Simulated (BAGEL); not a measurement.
# CH6GaP (SMILES [CH3][GaH][PH2]) at HF/def2-SVP (density fitting with qzvpp-jkfit)

What is the vertical ionisation energy of CH6GaP at HF/def2-SVP (density fitting with qzvpp-jkfit)? 

The calculation is run with BAGEL 1.2.2.

22 further runs of the same task are left out: 2 that didn't finish, 20 set aside as unsound or not needed.

**1. The system as given**

The species is CH6GaP (9 atoms), meant as a singlet with charge 0. SMILES: `[CH3][GaH][PH2]`. The shape comes from GFN2-xTB, which is rough for such elements, and wasn't checked as a minimum. This is one conformer, not always the lowest.

Bond lengths: C1–Ga2 2.047 Å, Ga2–P3 2.352 Å, C1–H4 1.094 Å, C1–H5 1.094 Å, C1–H6 1.095 Å, Ga2–H7 1.608 Å, P3–H8 1.402 Å, P3–H9 1.401 Å. Some angles: C1–Ga2–P3 125.7°, C1–Ga2–H7 114.7°, P3–Ga2–H7 119.5°, Ga2–C1–H4 111.1°, Ga2–C1–H5 111.1°, Ga2–C1–H6 111.3°, Ga2–P3–H8 89.1°, Ga2–P3–H9 89.0°, H4–C1–H5 107.2°, H4–C1–H6 107.9°.

**2. The energy at HF/def2-SVP (density fitting with qzvpp-jkfit)**

input.json reads:

```json
{ "bagel" : [

{
  "title" : "molecule",
  "basis" : "svp",
  "df_basis" : "qzvpp-jkfit",
  "angstrom" : true,
  "geometry" : [
    { "atom" : "C", "xyz" : [      -0.829830,       1.065430,      -0.632750 ] },
    { "atom" : "Ga", "xyz" : [       0.794930,      -0.157000,      -0.395180 ] },
    { "atom" : "P", "xyz" : [       1.168760,      -1.608600,       1.416820 ] },
    { "atom" : "H", "xyz" : [      -0.537040,       2.119220,      -0.613300 ] },
    { "atom" : "H", "xyz" : [      -1.322170,       0.884280,      -1.592760 ] },
    { "atom" : "H", "xyz" : [      -1.566390,       0.906940,       0.161520 ] },
    { "atom" : "H", "xyz" : [       1.870320,      -0.085030,      -1.588300 ] },
    { "atom" : "H", "xyz" : [       0.044620,      -2.349870,       1.026650 ] },
    { "atom" : "H", "xyz" : [       0.376800,      -0.775370,       2.217310 ] }
  ]
},

{
  "title" : "hf"
},

{
  "title" : "print",
  "file" : "orbitals.molden",
  "orbitals" : true
}

]}
```

Command:

```sh
$ BAGEL_NUM_THREADS=1 BAGEL input.json > input.out
```

Output:

```text
* using 1 threads per process

  ===============================================================
  ===============================================================

  *** Geometry ***

  { "atom" : "C", "xyz" : [     -1.568151,      2.013371,     -1.195724 ] },
  { "atom" : "Ga", "xyz" : [      1.502200,     -0.296687,     -0.746782 ] },
  { "atom" : "P", "xyz" : [      2.208636,     -3.039813,      2.677402 ] },
  { "atom" : "H", "xyz" : [     -1.014859,      4.004745,     -1.158969 ] },
  { "atom" : "H", "xyz" : [     -2.498539,      1.671047,     -3.009880 ] },
  { "atom" : "H", "xyz" : [     -2.960048,      1.713868,      0.305229 ] },
  { "atom" : "H", "xyz" : [      3.534393,     -0.160683,     -3.001452 ] },
  { "atom" : "H", "xyz" : [      0.084320,     -4.440611,      1.940087 ] },
  { "atom" : "H", "xyz" : [      0.712049,     -1.465237,      4.190109 ] },

  Number of auxiliary basis functions:      577

  Since a DF basis is specified, we compute 2- and 3-index integrals:
    o Being stored without compression. Storage requirement is 0.041 GB

  Number of basis functions:       94
  Number of electrons      :       58

    * METHOD: MOLECULE                             0.28

  *** RHF ***

  === Nuclear Repulsion ===
   238.9285342440

      * DIIS with orbital gradients will be used.

  === RHF iteration (svp) ===
      0      -2304.84383984          0.01222103           0.10
      1      -2304.93421244          0.00613697           0.09
      2      -2304.95485936          0.00115161           0.09
      3      -2304.95653728          0.00032836           0.09
      4      -2304.95661552          0.00010184           0.09
      5      -2304.95663034          0.00002850           0.09
      6      -2304.95663167          0.00000826           0.09
      7      -2304.95663178          0.00000196           0.09
      8      -2304.95663179          0.00000079           0.09
      9      -2304.95663179          0.00000026           0.09
     10      -2304.95663179          0.00000009           0.09
     11      -2304.95663179          0.00000004           0.09
     12      -2304.95663179          0.00000002           0.09
     13      -2304.95663179          0.00000000           0.09
    * SCF iteration converged.

    * Permanent dipole moment:
           (    0.444144,    -0.233389,     0.044448) a.u.

    * METHOD: HF                                   1.55

    * METHOD: PRINT                                0.03

  ===============================================================
```

Wall time 2.2 s (1 thread of AMD EPYC 9R14 (Zen 4), shared host); peak memory 0.17 GiB.

**3. The doublet cation, same level**

hf.json reads:

```json
{ "bagel": [

{
  "title": "molecule",
  "basis": "svp",
  "df_basis": "qzvpp-jkfit",
  "angstrom": true,
  "geometry": [
    { "atom": "C", "xyz": [      -0.829830,       1.065430,      -0.632750 ] },
    { "atom": "Ga", "xyz": [       0.794930,      -0.157000,      -0.395180 ] },
    { "atom": "P", "xyz": [       1.168760,      -1.608600,       1.416820 ] },
    { "atom": "H", "xyz": [      -0.537040,       2.119220,      -0.613300 ] },
    { "atom": "H", "xyz": [      -1.322170,       0.884280,      -1.592760 ] },
    { "atom": "H", "xyz": [      -1.566390,       0.906940,       0.161520 ] },
    { "atom": "H", "xyz": [       1.870320,      -0.085030,      -1.588300 ] },
    { "atom": "H", "xyz": [       0.044620,      -2.349870,       1.026650 ] },
    { "atom": "H", "xyz": [       0.376800,      -0.775370,       2.217310 ] }
  ]
},

{ "title": "uhf", "charge": 1, "nopen": 1 },

{ "title": "print", "file": "orbitals.molden", "orbitals": true }

]}
```

Command:

```sh
$ BAGEL_NUM_THREADS=1 BAGEL hf.json > hf.out
```

Output:

```text
* using 1 threads per process

  ===============================================================
  ===============================================================

  *** Geometry ***

  { "atom" : "C", "xyz" : [     -1.568151,      2.013371,     -1.195724 ] },
  { "atom" : "Ga", "xyz" : [      1.502200,     -0.296687,     -0.746782 ] },
  { "atom" : "P", "xyz" : [      2.208636,     -3.039813,      2.677402 ] },
  { "atom" : "H", "xyz" : [     -1.014859,      4.004745,     -1.158969 ] },
  { "atom" : "H", "xyz" : [     -2.498539,      1.671047,     -3.009880 ] },
  { "atom" : "H", "xyz" : [     -2.960048,      1.713868,      0.305229 ] },
  { "atom" : "H", "xyz" : [      3.534393,     -0.160683,     -3.001452 ] },
  { "atom" : "H", "xyz" : [      0.084320,     -4.440611,      1.940087 ] },
  { "atom" : "H", "xyz" : [      0.712049,     -1.465237,      4.190109 ] },

  Number of auxiliary basis functions:      577

  Since a DF basis is specified, we compute 2- and 3-index integrals:
    o Being stored without compression. Storage requirement is 0.041 GB

  Number of basis functions:       94
  Number of electrons      :       58

    * METHOD: MOLECULE                             0.28

  *** Open-shell HF ***

  === Nuclear Repulsion ===
   238.9285342440

      * DIIS with orbital gradients will be used.

  === UHF iteration (svp) ===
      0      -2304.48902930          0.02590525           0.22
      1      -2304.61073069          0.01445407           0.19
      2      -2304.63617884          0.00737853           0.20
      3      -2304.64498812          0.00132083           0.20
      4      -2304.64629005          0.00064191           0.20
      5      -2304.64667702          0.00034541           0.20
      6      -2304.64702858          0.00024452           0.20
      7      -2304.64733273          0.00016174           0.19
      8      -2304.64752192          0.00008631           0.20
      9      -2304.64758690          0.00003707           0.19
[... 17 lines of this table left out ...]
     27      -2304.64760004          0.00000003           0.18
     28      -2304.64760004          0.00000002           0.18
     29      -2304.64760004          0.00000001           0.18
     30      -2304.64760004          0.00000001           0.19
    * SCF iteration converged.

    * S^2 (UHF) is 0.7946

    * Permanent dipole moment:
           (    0.198624,     0.756218,    -1.183407) a.u.

    * METHOD: UHF                                  6.31

    * METHOD: PRINT                                0.03

  ===============================================================
```

Wall time 6.9 s (1 thread of AMD EPYC 9R14 (Zen 4), shared host); peak memory 0.17 GiB.

**4. Summary of results**

Level: HF/def2-SVP (density fitting with qzvpp-jkfit).

| quantity | value |
| --- | --- |
| singlet CH6GaP: total energy | -2304.95663 Eh |
| singlet CH6GaP: dipole moment | 1.28 D |
| singlet CH6GaP: HOMO energy | -9.54 eV |
| singlet CH6GaP: LUMO energy | 1.31 eV |
| singlet CH6GaP: HOMO–LUMO gap | 10.85 eV |
| doublet cation: total energy | -2304.64760 Eh |
| doublet cation: ⟨S²⟩ | 0.795 |
| vertical ionisation energy (to the doublet cation) | 8.409 eV |

In words: The vertical ionisation energy comes to 8.41 eV (811 kJ/mol). −ε(HOMO) before ionisation, 9.54 eV, is 1.13 eV above this ionisation energy.
